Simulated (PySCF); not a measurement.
# C3H4OSi: the cost of one run

Programs: PySCF 2.14.0, with density-fitted response routines of our own. Each step states its level of theory. These are calculated values for one molecule in the gas phase, unless marked as measured. Atoms count from 0, in the outputs and in this text.

**1. Starting geometry**

9 atoms, charge 0, multiplicity 1; geometry from: GFN2-xTB.

Bonds of the start (Å): O0–C1 1.20, C1–C2 1.48, C2–C3 1.34, C3–Si4 1.90, Si4–C1 1.95, C2–H5 1.08, C3–H6 1.08, Si4–H7 1.46, Si4–H8 1.46.

**2. TDDFT and polarisability: CAM-B3LYP/def2-SVPD**

What the job is given:

```
{"job": {"kind": "uv", "xc": "CAM-B3LYP", "basis": "def2-SVPD", "nstates": 8, "ntriplets": 3}, "charge": 0, "multiplicity": 1}
O     -0.856664     1.988089     1.003400
C     -0.457828     0.971305     0.495744
C     -1.182406    -0.252940     0.091349
C     -0.203433    -1.025894    -0.411611
Si     1.224173     0.201028    -0.126480
H     -2.239302    -0.448364     0.189234
H     -0.327992    -2.016886    -0.819015
H      2.216631    -0.177497     0.874127
H      1.840382     0.767153    -1.321928
```

Method: TDDFT CAM-B3LYP/def2-SVPD, vertical, gas phase, core orbitals frozen in the response.

Started as:

```
$ OMP_NUM_THREADS=1 python probes_run.py task.json out
```

This one command runs all jobs of the session in turn.

Q: Estimate the wall time and peak memory of this first job on 1 thread of Arm Neoverse N1, shared host.

About 30 s, with a peak of 0.57 GiB.
